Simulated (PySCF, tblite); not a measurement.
# C₆H₅ClO₂S: geometry, infrared bands and NMR shifts

Wanted: the infrared bands and NMR shifts of C₆H₅ClO₂S (`CSc1ccoc1C(=O)Cl`), by calculation.

Programs: tblite 0.8.0 and PySCF 2.14.0, with density-fitted response routines of our own. Each step states its level of theory. These are calculated values for one molecule in the gas phase, unless marked as measured. Atoms are numbered from 0 throughout.

## (1) Starting geometry

15 atoms, charge 0, multiplicity 1; geometry from: force field or distance geometry start.

Bonds of the start (Å): C0–S1 1.81, S1–C2 1.79, C2–C3 1.39, C3–C4 1.40, C4–O5 1.31, O5–C6 1.31, C6–C7 1.45, C7–O8 1.26, C7–Cl9 1.77, C6–C2 1.39, C0–H10 1.09, C0–H11 1.10, C0–H12 1.12, C3–H13 1.08, C4–H14 1.09.

## (2) Geometry optimisation with GFN2-xTB

What the job is given:

```
{"job": {"kind": "relax", "xc": "GFN2-xTB", "basis": "xTB"}, "charge": 0, "multiplicity": 1}
C      2.749000    -0.552000     0.327400
S      1.078000    -1.256100     0.277700
C     -0.159200     0.003100    -0.008600
C      0.044300     1.366600    -0.202900
C     -1.242600     1.876000    -0.378100
O     -2.119300     0.899900    -0.319900
C     -1.522800    -0.246400    -0.097500
C     -2.213900    -1.517800     0.038400
O     -1.506100    -2.540700     0.249100
Cl    -3.973900    -1.668400    -0.094800
H      3.019300    -0.114900     1.288800
H      3.464100    -1.352400     0.088300
H      2.796000     0.267800    -0.440400
H      0.981500     1.899000    -0.195100
H     -1.398700     2.944300    -0.554600
```

Run with:

```sh
OMP_NUM_THREADS=1 python probes_run.py task.json out
```

This one command runs all jobs of the session in turn.

**Question.** This job is followed by: GFN2-xTB harmonic vibrations, gas phase; GIAO PBE0/pcSseg-1 NMR shielding, non-relativistic, gas phase. Predict these results of the whole session: strongest single infrared mode (GFN2-xTB); zero-point energy (GFN2-xTB); 13C shifts against TMS (PBE0/pcSseg-1); 1H shifts against TMS (PBE0/pcSseg-1, means over atoms taken as alike); 33S shifts against CS2 (PBE0/pcSseg-1); 17O shifts against H2O (PBE0/pcSseg-1); 35Cl shifts against HCl (PBE0/pcSseg-1).

The runs gave:

| quantity | value |
| --- | --- |
| strongest single infrared mode (GFN2-xTB) | 794 cm⁻¹, 308 km/mol |
| zero-point energy (GFN2-xTB) | 60.5 kcal/mol |
| 13C shifts against TMS (PBE0/pcSseg-1) | 161.4, 153.9, 151.6, 144.1, 116.1, 20.1 ppm |
| 1H shifts against TMS (PBE0/pcSseg-1, means over atoms taken as alike) | 7.62, 6.53, 2.40 ppm |
| 33S shifts against CS2 (PBE0/pcSseg-1) | 16 ppm |
| 17O shifts against H2O (PBE0/pcSseg-1) | 524.4, 303.4 ppm |
| 35Cl shifts against HCl (PBE0/pcSseg-1) | 413 ppm |

In words: Over 68 steps the energy fell by 0.681 eV; of the close pairs, C7–O8 changed most, 1.262 to 1.197 Å. All 39 modes are real, so the xTB geometry is a minimum. The strongest single mode, at 794 cm⁻¹, moves mainly C7. GFN2-xTB is a fitted tight-binding method: band positions and strengths are rough. Its intensities can rank the bands wrongly. At PBE0/pcSseg-1: The widest tensor belongs to O8: span 825 ppm, with a paramagnetic part of -588 ppm. NICS(1)zz of -22 ppm above the planar ring from C2 marks a diatropic (aromatic) ring current.
